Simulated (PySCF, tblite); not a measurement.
# C7H10OSSi: geometry, infrared bands and NMR shifts

Aim: predict the infrared bands and NMR shifts of C7H10OSSi (`C=CO[Si@H](C#CC)SC=C`).

The runs use tblite 0.8.0 and PySCF 2.14.0, with density-fitted response routines of our own; the level of theory stands in each step. All values are computed, except where a source is named. Atoms count from 0, in the outputs and in this text.

## Step 1: The starting structure

20 atoms, charge 0, multiplicity 1; geometry from: force field or distance geometry start.

Bonds of the start (Å): C0–C1 1.33, C1–O2 1.40, O2–Si3 1.71, Si3–C4 1.81, C4–C5 1.21, C5–C6 1.49, Si3–S7 2.15, S7–C8 1.79, C8–C9 1.31, C0–H10 1.09, C0–H11 1.08, C1–H12 1.07, Si3–H13 1.50, C6–H14 1.13, C6–H15 1.08, C6–H16 1.10, C8–H17 1.09, C9–H18 1.09, C9–H19 1.10.

## Step 2: Optimising the geometry with GFN2-xTB

The job: settings as JSON, then the geometry in Å.

```
{"job": {"kind": "relax", "xc": "GFN2-xTB", "basis": "xTB"}, "charge": 0, "multiplicity": 1}
C     -3.292400    -2.422300    -1.056900
C     -2.455800    -1.414000    -0.811000
O     -1.109400    -1.674100    -1.095300
Si     0.133500    -0.872900    -0.243600
C     -0.367000     0.841500     0.072200
C     -0.699200     1.988500     0.273600
C     -1.101700     3.397500     0.519200
S      2.041100    -0.960400    -1.229600
C      3.216800    -0.185700    -0.132400
C      4.324600    -0.813000     0.191500
H     -4.351700    -2.261300    -0.838400
H     -2.976500    -3.369700    -1.466400
H     -2.833300    -0.508400    -0.386500
H      0.331100    -1.609400     1.043000
H     -0.378700     3.912300     1.211300
H     -1.076500     3.924100    -0.420300
H     -2.091700     3.407000     1.000400
H      3.026500     0.808000     0.284300
H      4.580400    -1.806400    -0.185800
H      5.074700    -0.370700     0.857900
```

Launch:

```bash
> OMP_NUM_THREADS=1 python probes_run.py task.json out
```

One launch serves the whole session: the jobs run in the order shown.

**Question.** This job is followed by: GFN2-xTB harmonic vibrations, gas phase; GIAO PBE0/pcSseg-1 NMR shielding, non-relativistic, gas phase. Predict these results of the whole session: strongest single infrared mode (GFN2-xTB); zero-point energy (GFN2-xTB); 13C shifts against TMS (PBE0/pcSseg-1); 1H shifts against TMS (PBE0/pcSseg-1, means over atoms taken as alike); 17O shifts against H2O (PBE0/pcSseg-1); 29Si shifts against TMS (PBE0/pcSseg-1); 33S shifts against CS2 (PBE0/pcSseg-1).

As calculated:

```
                                                              quantity                                               value
                             strongest single infrared mode (GFN2-xTB)                               1200 cm⁻¹, 517 km/mol
                                          zero-point energy (GFN2-xTB)                                       90.3 kcal/mol
                                13C shifts against TMS (PBE0/pcSseg-1)    150.3, 133.3, 121.5, 113.9, 102.3, 85.2, 5.6 ppm
1H shifts against TMS (PBE0/pcSseg-1, means over atoms taken as alike)  6.62, 6.04, 5.72, 5.62, 5.44, 4.96, 4.63, 2.11 ppm
                                17O shifts against H2O (PBE0/pcSseg-1)                                           117.4 ppm
                               29Si shifts against TMS (PBE0/pcSseg-1)                                           -32.2 ppm
                                33S shifts against CS2 (PBE0/pcSseg-1)                                             -51 ppm
```

Over 150 steps the energy fell by 0.606 eV; of the close pairs, O2–Si3 changed most, 1.706 to 1.618 Å. The lowest mode is imaginary (33i cm⁻¹), so the xTB geometry is not a minimum. The strongest single mode, at 1200 cm⁻¹, moves mainly O2 and C1. GFN2-xTB is a fitted tight-binding method: band positions and strengths are rough. Its intensities can rank the bands wrongly. At PBE0/pcSseg-1: Shielding is most anisotropic at S7 (span 394 ppm, paramagnetic term -506 ppm).
